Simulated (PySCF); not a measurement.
**The bond of ZnO, level by level**

One job finds the state of ZnO, follows it along the bond with each method and fits the curves.

Method: Zn def2-TZVPP, O def2-TZVPP, no relativity; program: PySCF 2.14.0.

## (1) Set-up

The job is set up so:

* atoms: Zn, O
* charge: 0
* basis: Zn def2-TZVPP, O def2-TZVPP
* Hamiltonian: no relativity
* basis functions: 95
* electrons treated: 38
* masses in u: 63.9291, 15.9949
* levels: PBE0, PBE, r²SCAN, M06, PBEsol, M06-L, r²SCAN0, HSE06, HF, MP2, SCS-MP2
* grid: 80 radial by 434 angular points
* occupations: held fixed by the projection of orbital angular momentum
* dissociation limit: Zn + O, each in its ground configuration
* starting distance in angstrom: 1.790
* values of 2S to try: 0, 2

Started as:

```
OMP_NUM_THREADS=1 python dia.py task.json out
```

The runs that follow: The PBE0 curve of the state that the search chose; Other states along the same grid; PBE (GGA); r²SCAN (meta-GGA); M06 (hybrid meta-GGA); PBEsol (GGA); M06-L; r²SCAN0 (hybrid meta-GGA); HSE06; UHF (mean field).

Before running it: what results should come out? Wanted: for each run, Re; ωe; De; μ.

The runs gave:

Lowest PBE0 solution found, without spin–orbit coupling: ³Π (triplet), unpaired electrons σ ↑, π ↑. State 2 has its PBE0 minimum 0.14 eV higher, as a spin-mixed determinant (⟨S²⟩ = 1.01), so this is no gap between pure states. State 3 has its PBE0 minimum 0.24 eV higher. State 4 has its PBE0 minimum 1.55 eV higher. The other levels ran on the lowest alone.

```
      level  Re (Å)  ωe (cm⁻¹)  De (eV)  μ (D)
        UHF   1.866        582    0.411  -3.00
    UHF-MP2   1.842        575     1.34    n/a
UHF-SCS-MP2   1.853        570     1.22    n/a
        PBE   1.883        491     1.63  -2.11
     PBEsol   1.855        518     1.84  -2.05
     r²SCAN   1.852        541     1.71  -2.22
      M06-L   1.878        505     1.32  -2.32
       PBE0   1.866        529     1.42  -2.41
    r²SCAN0   1.849        558     1.47  -2.50
        M06   1.885        489     0.95  -2.46
      HSE06   1.868        527     1.39  -2.43
```

De is counted to Zn + O in their ground configurations. A positive dipole means Zn(−)O(+).

Bond lengths run from 1.842 Å (UHF-MP2) to 1.885 Å (M06). Among the levels with a De in the table, it runs from 0.411 eV (UHF) to 1.84 eV (PBEsol).

Correlated steps freeze 6 core orbitals. At some levels the lowest empty orbital lies below the highest filled one (the two can be of opposite spin).
